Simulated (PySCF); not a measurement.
**From one method to the next for KIn**

Starting from one script, swap the method and compare what comes out for KIn.

Computed with PySCF 2.14.0. Level: each script names its method and basis.

1 further run of the same task is left out (it didn't finish).

## 1. The system as given

KIn: 2 atoms, charge 0, spin multiplicity 1.

Bond lengths: K1–In2 3.335 Å.

## 2. The base run

The input, input.py:

```python
from pyscf import gto, dft

mol = gto.M(
    atom='K 0 0 0; In 0 0 3.335',
    basis='lanl2dz',
    ecp={'K': 'lanl2dz', 'In': 'lanl2dz'},
    charge=0,
    spin=0,
    verbose=4,
)
mf = dft.RKS(mol, xc='b3lyp5')
mf.kernel()
g = mf.nuc_grad_method()
g.grid_response = True
g.kernel()
mf.dip_moment()
print('orbital energies (hartree):', mf.mo_energy[..., max(0, mol.nelec[1]-3):mol.nelec[0]+3].round(4))
```

Started as:

```bash
$ OMP_NUM_THREADS=1 python input.py
```

## 3. MP2 (RHF)

Run 1 changes step after the SCF: gradient → mp2; SCF type: RKS → RHF; functional: b3lyp5 → none (Hartree–Fock).

Edit input.py of step 2 so:

```diff
@@ -1,2 +1,2 @@
-from pyscf import gto, dft
+from pyscf import gto, scf, mp
 
@@ -10,7 +10,5 @@
 )
-mf = dft.RKS(mol, xc='b3lyp5')
+mf = scf.RHF(mol)
 mf.kernel()
-g = mf.nuc_grad_method()
-g.grid_response = True
-g.kernel()
+mp.MP2(mf).kernel()
 mf.dip_moment()
```

## 4. Pw91

Run 2 changes functional: b3lyp5 → pw91.

Edit input.py of step 2 so:

```diff
@@ -10,3 +10,3 @@
 )
-mf = dft.RKS(mol, xc='b3lyp5')
+mf = dft.RKS(mol, xc='pw91')
 mf.kernel()
```

## 5. Lda,vwn

Run 3 changes functional: b3lyp5 → lda,vwn.

Edit input.py of step 2 so:

```diff
@@ -10,3 +10,3 @@
 )
-mf = dft.RKS(mol, xc='b3lyp5')
+mf = dft.RKS(mol, xc='lda,vwn')
 mf.kernel()
```

## 6. ROKS

Run 4 changes SCF type: RKS → ROKS.

Edit input.py of step 2 so:

```diff
@@ -10,3 +10,3 @@
 )
-mf = dft.RKS(mol, xc='b3lyp5')
+mf = dft.ROKS(mol, xc='b3lyp5')
 mf.kernel()
```

## 7. Tpssh

Run 5 changes functional: b3lyp5 → tpssh.

Edit input.py of step 2 so:

```diff
@@ -10,3 +10,3 @@
 )
-mf = dft.RKS(mol, xc='b3lyp5')
+mf = dft.RKS(mol, xc='tpssh')
 mf.kernel()
```

Before running it: what results should come out? Wanted: for each run, E(SCF); from base; gap; SCF dipole; after the SCF.

**Answer**, as computed:

| run | E(SCF) (hartree) | from base (eV) | cycles | gap (eV) | SCF dipole (D) | after the SCF |
| --- | --- | --- | --- | --- | --- | --- |
| base | -29.954035 | 0 | 8 | 1.20 | 2.95 | n/a |
| MP2 (RHF) | -29.615090 | not comparable | 9 | 4.14 | 4.83 | MP2 correlation -0.740 eV |
| pw91 | -29.993859 | not comparable | 10 | 0.27 | 2.94 | n/a |
| lda,vwn | -29.855422 | not comparable | 10 | 0.26 | 2.42 | n/a |
| ROKS | -29.954035 | 0.0000 | 8 | n/a | 2.95 | n/a |
| tpssh | -29.973694 | not comparable | 9 | 0.88 | 3.95 | n/a |

**Reading.** No change of the SCF energy comes from ROKS. The gap between the frontier levels is 0.3 eV with lda,vwn (0 % exact exchange) and 1.2 eV with b3lyp5 (20 %): exact exchange opens it. A lower total energy from another functional means nothing by itself.
